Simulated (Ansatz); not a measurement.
# Sc: single points about a listed cell

How do energy, forces, pressure and gap of Sc change under further strains and shifts, other functionals? Each case is one self-consistent run.

Method: DFT PBEsol, scalar-relativistic, plane waves, PAW, unless a step's input says otherwise, in Ansatz 0.2.0.

## Step 1: Starting point

Symmetry: C2/m, No. 12, monoclinic system. Conventional cell: a = 8.808 Å, b = 5.001 Å, c = 3.201 Å, α = 90.00°, β = 90.06°, γ = 90.00°. Around Sc (site symmetry m) lie 11 Sc at 2.90 to 3.35 Å. Around Sc (site symmetry 2/m) lie 14 Sc at 3.20 to 3.35 Å.

Cell or atoms stand a little off a more symmetric structure (P6/mmm at a tolerance of 0.3 Å), so results at this geometry aren't those of that ideal crystal.

Structure file:

```
Sc
1.0
     4.40405   -2.50027    0.00000
     4.40405    2.50027    0.00000
    -0.00348    0.00000    3.20072
Sc
3
Direct
  0.33323 0.33323 0.99511
  0.00000 0.00000 0.50000
  0.66677 0.66677 0.00489
```

The structure comes from the Materials Project (structure only).

## Step 2: Functional and cell changed: r2SCAN

Against the listed cell: strain xx, yy, zz, yz, xz, xy = +4.0, +3.9, +3.9, +0.0, -1.0, +0.0 %; atoms moved by 0.03 Å root mean square, at most 0.04 Å.

Input file input.yaml:

```yaml
crystal:
  lattice:
    - [4.5809156436, -2.597927429, -0.0440404903]
    - [4.5809156436, 2.597927429, -0.0440404903]
    - [-0.0356224081, 0.0, 3.3242697954]
  atoms:
    - { symbol: Sc, position: [0.3316548694, 0.3316548694, 1.0057283502] }
    - { symbol: Sc, position: [0.0, 0.0, 0.5] }
    - { symbol: Sc, position: [0.6683451306, 0.6683451306, -0.0057283502] }
basis:
  ecutwfc: 500
kpoints:
  mp_grid: { grid: [10, 10, 14] }
hamiltonian:
  xc: r2scan
scf:
  occupations: { method: gaussian, width: 0.1 }
output:
  forces: true
  stress: true
  eigenvalues: true
```

Launch:

```console
$ ansatz run input.yaml --threads 1 --pin off --max-ram 1331MiB --backend cpu --events-out ev --progress --plain --runs-dir out
```

## Step 3: A distortion of lower symmetry

Input file input.yaml:

```yaml
crystal:
  lattice:
    - [4.4850394961, -2.4583875277, 0.0419265468]
    - [4.4850394961, 2.4583875277, 0.0419265468]
    - [0.0269312969, 0.0, 3.1799775402]
  atoms:
    - { symbol: Sc, position: [0.3367588801, 0.3367588801, 0.9898649412] }
    - { symbol: Sc, position: [-0.0040558542, -0.0040558542, 0.5017933291] }
    - { symbol: Sc, position: [0.6672969742, 0.6672969742, 0.0083417297] }
basis:
  ecutwfc: 420
kpoints:
  mp_grid: { grid: [10, 10, 14] }
hamiltonian:
  xc: pbesol
scf:
  occupations: { method: gaussian, width: 0.1 }
output:
  forces: true
  stress: true
  eigenvalues: true
  populations: true
```

What does the calculation give? Wanted: for each run, case; energy; pressure; largest force.

The runs gave:

```
step                                 case  energy (meV/atom)  pressure (GPa)  largest force (eV/Å)  gap on the mesh (eV)
   2  functional and cell changed: r2SCAN                n/a            -3.3                  0.15                  0.00
   3       a distortion of lower symmetry               +0.0             0.2                  0.22                  0.00
```

Energies are counted from step 3, with the smearing taken to zero. Other atoms or functionals have another zero of energy (n/a). A gap of 0.00 means none on the mesh at this level.

**Reading.** 
